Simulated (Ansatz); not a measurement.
Turn this script for Ansatz 0.2.0 through its Python package into the input file that the command-line program reads.

`deck_rb2ytlf6.py`:
```python
'''Single point of Rb2YTlF6 through the engine session.'''

import warnings

import ansatz
import numpy as np


def main() -> None:
    warnings.simplefilter('ignore', ansatz.DeckWarning)

    settings = {
        'crystal': {
            'lattice': [[0.0, 4.8599, 4.8599], [4.8599, 0.0, 4.8599], [4.8599, 4.8599, 0.0]],
            'atoms': [
                {'symbol': 'Rb', 'position': [0.75, 0.75, 0.75]},
                {'symbol': 'Rb', 'position': [0.25, 0.25, 0.25]},
                {'symbol': 'Y', 'position': [0.0, 0.0, 0.0]},
                {'symbol': 'Tl', 'position': [0.5, 0.5, 0.5]},
                {'symbol': 'F', 'position': [0.774986, 0.225014, 0.225014]},
                {'symbol': 'F', 'position': [0.225014, 0.225014, 0.774986]},
                {'symbol': 'F', 'position': [0.225014, 0.774986, 0.774986]},
                {'symbol': 'F', 'position': [0.225014, 0.774986, 0.225014]},
                {'symbol': 'F', 'position': [0.774986, 0.225014, 0.774986]},
                {'symbol': 'F', 'position': [0.774986, 0.774986, 0.225014]},
            ],
        },
        'kpoints': {'mp_grid': {'grid': [3, 3, 3]}},
        'hamiltonian': {'xc': 'pbesol'},
        'scf': {'occupations': {'method': 'fixed'}},
        'output': {'forces': True, 'stress': True},
    }

    planned = ansatz.Session.from_dict(settings).plan(threads=1, pin='off')
    result = planned.execute()
    rep = result.report

    n_atoms = len(rep['lattice']['sites'])
    print('F =', round(rep['free_energy_ev'], 4), 'eV for', n_atoms, 'atoms')
    print('E(sigma -> 0) =', round(rep['energy_sigma0_ev'], 4), 'eV, TS =', round(rep['entropy_ts_ev'], 5), 'eV')
    print('closed by', rep['closed_by'], 'after', rep['n_iterations'], 'iterations')

    # the stress is positive in compression
    print('pressure by term (GPa)')
    for term, tensor in rep['stress_terms_gpa'].items():
        if np.any(tensor):
            print(f'  {term:28s} {np.trace(np.array(tensor)) / 3:12.3f}')
    print(f'  {"total":28s} {np.trace(np.array(rep["stress_gpa"])) / 3:12.3f}')

    # forces in eV per angstrom
    forces = np.array(rep['forces_ev_ang'])
    norms = np.linalg.norm(forces, axis=1)
    print('largest force {:.4f} eV/A on atom {}'.format(norms.max(), norms.argmax()))
    print(np.array2string(forces, precision=4, suppress_small=True))


if __name__ == '__main__':
    main()
```

```console
$ python deck_rb2ytlf6.py
F = -26340.9143 eV for 10 atoms
E(sigma -> 0) = -26340.9143 eV, TS = 0.0 eV
closed by deck_thresholds after 7 iterations
pressure by term (GPa)
  kinetic                          1049.544
  hartree                           614.802
  ewald                           -1133.968
  local_pseudopotential            -333.001
  nonlocal_pseudopotential          -26.588
  augmentation                       53.006
  nlcc                             -158.105
  xc                                -68.265
  augmentation_tail                   0.003
  scf_correction                     -0.000
  pulay_correction                    0.341
  total                              -2.231
largest force 0.2696 eV/A on atom 9
[[ 0.     -0.     -0.    ]
 [ 0.      0.      0.    ]
 [-0.      0.     -0.    ]
 [ 0.      0.      0.    ]
 [-0.2696  0.     -0.    ]
 [ 0.     -0.     -0.2696]
 [ 0.2696 -0.     -0.    ]
 [ 0.     -0.2696  0.    ]
 [ 0.      0.2696  0.    ]
 [ 0.     -0.      0.2696]]
```

`input.yaml`:
```yaml
crystal:
  lattice:
    - [0.0, 4.8599, 4.8599]
    - [4.8599, 0.0, 4.8599]
    - [4.8599, 4.8599, 0.0]
  atoms:
    - { symbol: Rb, position: [0.75, 0.75, 0.75] }
    - { symbol: Rb, position: [0.25, 0.25, 0.25] }
    - { symbol: "Y", position: [0.0, 0.0, 0.0] }
    - { symbol: Tl, position: [0.5, 0.5, 0.5] }
    - { symbol: F, position: [0.774986, 0.225014, 0.225014] }
    - { symbol: F, position: [0.225014, 0.225014, 0.774986] }
    - { symbol: F, position: [0.225014, 0.774986, 0.774986] }
    - { symbol: F, position: [0.225014, 0.774986, 0.225014] }
    - { symbol: F, position: [0.774986, 0.225014, 0.774986] }
    - { symbol: F, position: [0.774986, 0.774986, 0.225014] }
kpoints:
  mp_grid: { grid: [3, 3, 3] }
hamiltonian:
  xc: pbesol
scf:
  occupations: { method: fixed }
output:
  forces: true
  stress: true
```

Launched from the shell:
```console
$ ansatz run input.yaml --threads 1 --pin off --max-ram 3072MiB --backend cpu --events-out ev --progress --plain --runs-dir out
Engine: ansatz 0.2.0, aarch64-unknown-linux-gnu
Pseudopotentials: kind: paw
Pseudopotential: Rb, paw, valence charge 9, recommended cutoff 420 eV (normal), Rb.paw.azcp
Pseudopotential: Y, paw, valence charge 11, recommended cutoff 420 eV (normal), Y.paw.azcp
Pseudopotential: Tl, paw, valence charge 13, recommended cutoff 420 eV (normal), Tl.paw.azcp
Pseudopotential: F, paw, valence charge 7, recommended cutoff 420 eV (normal), F.paw.azcp
Functional definition: PBEsol
  exchange = pbesol_x
  correlation = pbesol_c
Crystal: 10 atoms, lattice volume = 229.568 Å³
Basis set: ecut = 420 eV, 4477 PW (Γ), exchange–correlation on 96×96×96 points (8 copies of the dense FFT grid, shifted against one another)
Bands: 52, of which v1, the nominal top of the filled ones, is band 42 counted from 1 (41 counted from 0)
Symmetry: 48 space group operations
Space group: Fm-3m (ITA 225), of the structure as read, at distance tolerance 6.1e-5 Å
k-points: 4 of 27
Non-local potential: Rb, projectors of the file, l = 0: 3, l = 1: 2, l = 2: 2
Non-local potential: Y, projectors of the file, l = 0: 3, l = 1: 2, l = 2: 2, l = 3: 1
Non-local potential: Tl, projectors of the file, l = 0: 2, l = 1: 2, l = 2: 2, l = 3: 1
Non-local potential: F, projectors of the file, l = 0: 2, l = 1: 2, l = 2: 1
PAW form: soft (Blöchl's): semilocal exchange-correlation on the pseudo side does not see the compensation charge
PAW frozen core: Rb, regenerated for the run's functional, and the local potential with it (the file was generated under x = pbe(κ = 0.804, μ = 0.2195149727645171), c = pbe(β = 0.06672455060314922))
PAW frozen core: Y, regenerated for the run's functional, and the local potential with it (the file was generated under x = pbe(κ = 0.804, μ = 0.2195149727645171), c = pbe(β = 0.06672455060314922))
PAW frozen core: Tl, regenerated for the run's functional, and the local potential with it (the file was generated under x = pbe(κ = 0.804, μ = 0.2195149727645171), c = pbe(β = 0.06672455060314922))
PAW frozen core: F, regenerated for the run's functional, and the local potential with it (the file was generated under x = pbe(κ = 0.804, μ = 0.2195149727645171), c = pbe(β = 0.06672455060314922))
PAW one-centre angular grid: Rb, 110 points (default); XC on 64 Gauss nodes
PAW one-centre angular grid: Y, 590 points (default); XC on 64 Gauss nodes
PAW one-centre angular grid: Tl, 590 points (default); XC on 64 Gauss nodes
PAW one-centre angular grid: F, 110 points (default); XC on 64 Gauss nodes
Initial density: superposition of atomic densities (neutral atoms: chi_scale 0, normalization atom), corrected by the library's trained network
Initial wavefunctions: pseudopotential atomic-orbital guess
Functional: x = pbesol(κ = 0.804, μ = 0.12345679012345678), c = pbesol(β = 0.046)
SCF iter   1: F=—  HF=-26340.952694 eV  |F-HF|=—  |Δ(HF+E_count)|=         —  Δρ=1.02e-2  dr2=1.61e-1  ethr=1.77e-3  ⟨swp⟩=5.0  Hψ=674  notcnv=0  defer=23
preconditioner: auto → Resta (q_TF=auto, 2.307 Å⁻¹)  ε∞=3.1  [insulator: Δε(μ)=4.686 eV  Ē_g=14.892 eV  n_scr=58 (ndim 8)  ℏωp=21.6 eV  f_vac=0.157  ε∞_Penn≈3.1]
SCF iter   2: F=—  HF=-26340.916575 eV  |F-HF|=—  |Δ(HF+E_count)|=   3.61e-2  Δρ=3.06e-3  dr2=1.10e-2  ethr=1.91e-4  ⟨swp⟩=2.0  Hψ=396  notcnv=0  defer=28
SCF iter   3: F=—  HF=-26340.914166 eV  |F-HF|=—  |Δ(HF+E_count)|=   2.41e-3  Δρ=6.25e-4  dr2=1.05e-3  ethr=1.31e-5  ⟨swp⟩=2.0  Hψ=352  notcnv=0  defer=24
automatic band count: iteration 3 solves 51 bands in place of 52: the levels show a gap, and the empty bands left out lie too high to hold charge; the band table lists the bands solved (type scf.n_extra_bands for more)
SCF iter   4: F=—  HF=-26340.914409 eV  |F-HF|=—  |Δ(HF+E_count)|=   2.42e-4  Δρ=1.25e-4  dr2=4.10e-5  ethr=1.24e-6  ⟨swp⟩=2.2  Hψ=288  notcnv=0  defer=25
SCF iter   5: F=—  HF=-26340.914259 eV  |F-HF|=—  |Δ(HF+E_count)|=   1.50e-4  Δρ=2.75e-5  dr2=1.95e-6  ethr=4.88e-8  ⟨swp⟩=2.0  Hψ=300  notcnv=0  defer=16
SCF iter   6: F=-26340.914263 eV  HF=-26340.914263 eV  |F-HF|=1.93e-7  |Δ(HF+E_count)|=   3.44e-6  Δρ=5.94e-6  dr2=1.01e-7  ethr=2.73e-10  ⟨swp⟩=5.0  Hψ=796  notcnv=0
SCF 1 converged in 6 iterations: F = -26340.914263 eV  dr2 = 1.01e-7
  greatest PAW one-centre occupation: 0.993 electrons in one spin orbital (limit 2), on the Y atom at site 2 (counted from 0), in its partial waves of l = 0
SCF converged after 6 iterations
Free energy (F): -26340.914263 eV
Harris-Foulkes:  -26340.914263 eV  (|F-HF|=1.93e-7)
Internal energy: -26340.914263 eV  (E = F + TS)
E sigma→0 (E₀):  -26340.914263 eV
Fermi energy:    2.451035 eV
--- Per-component energies (eV) ---
  E_band       = -621.079391
  E_kinetic    = 2255.763314
  E_local      = -7307.338207  (includes V_loc(G=0)·N_el)
  E_nonlocal   = 1161.851777
  E_hartree    = 2642.762385
  E_xc         = -1132.743091
  E_vxc        = -1223.082395  (∫ρ·V_xc dr)
  E_paw        = -19087.483879  (= ΣΔE_a)
  E_vpaw       = -793.806345  (= ΣTr[D̂ρ^β])
  E_aug_tail   = 0.012145  (compensation charges beyond the density's cutoff)
  E_ewald      = -4874.427742
  E_core_change = 0.689035  (= ΣΔE_core)
  E_smearing   = -0.000000  (= −TS)
  E_closure    = -0.000000  (closes the sum)
  Σ components = -26340.914263   (vs F -26340.914263, Δ=0.00e0)
--- Forces (eV/Å), atoms counted from 1 ---
  atom   1  Rb    -0.00000000     0.00000000     0.00000000
  atom   2  Rb    -0.00000000    -0.00000000     0.00000000
  atom   3  Y     -0.00000000     0.00000000     0.00000000
  atom   4  Tl     0.00000000    -0.00000000     0.00000000
  atom   5  F     -0.26965349     0.00000000    -0.00000000
  atom   6  F     -0.00000000     0.00000000    -0.26965349
  atom   7  F      0.26965349    -0.00000000     0.00000000
  atom   8  F     -0.00000000    -0.26965349     0.00000000
  atom   9  F      0.00000000     0.26965349     0.00000000
  atom  10  F      0.00000000     0.00000000     0.26965349
  max |Σ_I F_I| component: 5.55e-17 eV/Å
--- Stress (GPa, compression-positive) ---
       -2.231009       0.000000       0.000000
       -0.000000      -2.231009       0.000000
       -0.000000       0.000000      -2.231009
  P = ⅓ Tr σ = -2.2310 GPa (-22.310 kbar)
```

What to keep in mind:
- Total energies depend on the potentials; only differences at equal settings carry meaning. A total without «per atom» is that of the cell as typed.
- No spin polarisation was allowed.
- Pressure is positive in compression.
- Spin-orbit coupling, which matters for elements this heavy, is left out.
- The structure comes from a database of computed cells and needn't be a stable or known phase.
- The whole script took 2.9 s on 1 thread of Arm Neoverse V2 (shared host), peak memory 0.54 GiB.

(Lines on the test bed's own set-up are left out of the output.)
